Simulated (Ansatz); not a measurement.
Working through a single point in a Gaussian basis of C₃H₉BS, SMILES CSB(C)C

With Ansatz 0.2.0 through its Python package.

Run as a notebook:

In [1]:
```python
from pathlib import Path
import json

import ansatz as az
import numpy as np
```

In [2]:
```python
BASIS_SET = "def2-SVPD"
FUNCTIONAL = "HF"
```

In [3]:
```python
c3h9bs = (
    az.Crystal.molecule()
    .atom("C", [-1.8473, 0.4311, 1.0306])
    .atom("S", [-0.2034, 0.7693, 1.6075])
    .atom("B", [0.5804, 0.0336, 0.0587])
    .atom("C", [1.0183, -1.5108, 0.0158])
    .atom("C", [0.9694, 0.9645, -1.1766])
    .atom("H", [-2.0776, 1.0461, 0.0727])
    .atom("H", [-2.5848, 0.8382, 1.7897])
    .atom("H", [-2.0243, -0.5927, 0.8505])
    .atom("H", [0.6324, -1.9928, 1.0066])
    .atom("H", [2.0382, -1.6619, -0.0948])
    .atom("H", [0.3916, -1.9855, -0.8086])
    .atom("H", [1.6893, 1.7717, -0.8108])
    .atom("H", [1.3913, 0.4065, -1.9857])
    .atom("H", [0.0135, 1.4533, -1.5267])
)
```

In [4]:
```python
calc = (
    c3h9bs.calculation()
    .basis(gaussian=BASIS_SET)
    .functional(FUNCTIONAL)
    .forces()
    .orbitals()
)
outcome = calc.run(threads=1, pin="off", runs_dir="out")
report = outcome.report
```

In [5]:
```python
report["published_state_doubts"]
```
Out [5]:
```text
[]
```

In [6]:
```python
report["converged"], report["free_energy_ev"]
```
Out [6]:
```text
(True, -14716.954624248972)
```

In [7]:
```python
report["free_energy_ev"]
```
Out [7]:
```text
-14716.954624248972
```

In [8]:
```python
print(f"E = {report['free_energy_ev']:.6f} eV = {report['free_energy_ev'] / 27.211386246:.7f} Ha")
print("converged:", report["converged"], " doubts:", report["published_state_doubts"] or "none")
```
```text
E = -14716.954624 eV = -540.8381069 Ha
converged: True  doubts: none
```

In [9]:
```python
state = report["mean_field"]["state"]
print(f"mean field: {state['energy']['hartree']:.7f} Ha, <S^2> = {abs(state['spin_squared']):.4f}, stability: {state.get('stability', {}).get('kind')}")
```
```text
mean field: -540.8381069 Ha, <S^2> = 0.0000, stability: minimum
```

In [10]:
```python
symbols = [site.symbol for site in c3h9bs.cartesian_sites]
print("forces (eV/A)")
for symbol, f in zip(symbols, report["forces_ev_ang"]):
    print(f"  {symbol:2s} {f[0]:9.4f} {f[1]:9.4f} {f[2]:9.4f}")
```
```text
forces (eV/A)
  C    -2.4553    3.2726   -0.8493
  S     0.9391    0.0988    0.0756
  B     1.7723   -0.2119   -0.3392
  C    -5.1100   -0.3386    1.9914
  C    -1.0264    1.3695    1.2682
  H     0.3987   -1.2725    1.5693
  H     0.9468   -0.8010   -0.8392
  H    -0.3327   -1.2922   -0.1282
  H     1.0783    0.5353   -1.8756
  H     2.0891   -0.3954   -0.5273
  H     1.1934    0.3544    0.7156
  H    -1.0360   -0.9607   -0.6398
  H     0.4085   -0.2302   -0.6132
  H     1.1344   -0.1281    0.1918
```

In [11]:
```python
charges = report["charge_distribution"]
print("dipole moment", round(4.803205 * float(np.linalg.norm(charges["dipole_moment_e_ang"])), 3), "D")
print("Mulliken:", [(s, round(q, 3)) for s, q in zip(symbols, charges["mulliken_charges_e"])])
```
```text
dipole moment 1.874 D
Mulliken: [('C', -0.055), ('S', -0.728), ('B', 0.318), ('C', -0.081), ('C', -0.106), ('H', 0.146), ('H', 0.134), ('H', -0.077), ('H', 0.195), ('H', -0.19), ('H', 0.214), ('H', 0.168), ('H', -0.047), ('H', 0.109)]
```

In [12]:
```python
lines = Path(report["orbitals_path"]).read_text().splitlines()
field_of = lambda key: [line.split("=")[1].strip() for line in lines if line.startswith(key)]
orbitals = [(27.211386 * float(e), s, float(n)) for e, s, n in zip(field_of("Ene="), field_of("Spin="), field_of("Occup="))]
homo = max(e for e, _, n in orbitals if n > 0.5)
lumo = min(e for e, _, n in orbitals if n < 0.5)
for e, spin, n in sorted(orbitals):
    if homo - 15 < e < lumo + 5:
        print(f"{spin:6s} {e:10.3f} eV  occupation {n:.0f}")
with open("c3h9bs.json", "w") as handle:
    json.dump({k: report[k] for k in ("free_energy_ev", "reference_energy_ev", "n_occupied", "n_virtual")}, handle, indent=1)
```
```text
Alpha     -22.845 eV  occupation 2
Alpha     -17.103 eV  occupation 2
Alpha     -16.184 eV  occupation 2
Alpha     -15.751 eV  occupation 2
Alpha     -15.580 eV  occupation 2
Alpha     -15.210 eV  occupation 2
Alpha     -14.705 eV  occupation 2
Alpha     -14.485 eV  occupation 2
Alpha     -13.313 eV  occupation 2
Alpha     -12.219 eV  occupation 2
Alpha     -11.280 eV  occupation 2
Alpha      -9.033 eV  occupation 2
Alpha       1.958 eV  occupation 0
Alpha       2.214 eV  occupation 0
Alpha       2.768 eV  occupation 0
Alpha       3.071 eV  occupation 0
Alpha       3.188 eV  occupation 0
Alpha       3.855 eV  occupation 0
Alpha       3.899 eV  occupation 0
Alpha       4.060 eV  occupation 0
Alpha       4.682 eV  occupation 0
Alpha       4.981 eV  occupation 0
Alpha       5.134 eV  occupation 0
Alpha       5.519 eV  occupation 0
Alpha       5.740 eV  occupation 0
Alpha       6.227 eV  occupation 0
Alpha       6.395 eV  occupation 0
Alpha       6.513 eV  occupation 0
Alpha       6.817 eV  occupation 0
```

File `c3h9bs.json` afterwards:
```json
{
 "free_energy_ev": -14716.954624248972,
 "reference_energy_ev": -14716.954624248972,
 "n_occupied": [
  24,
  24
 ],
 "n_virtual": [
  155,
  155
 ]
}
```

Caveats:
- Total energies depend on the basis set; only differences at equal settings carry meaning.
- The geometry is a force-field or estimated start, not a minimum of this method, and the basis set is short of its limit.
- Alpha marks a spatial orbital of a restricted run, filled by both spins.
- Levels such as HOMO and LUMO are orbital energies: in Hartree-Fock the gap is too wide and the LUMO hangs on the basis.
- Mulliken charges are unreliable in a basis with diffuse functions.
- The whole script took 8.2 s on 1 thread of Arm Neoverse V1 (shared host), peak memory 0.54 GiB.
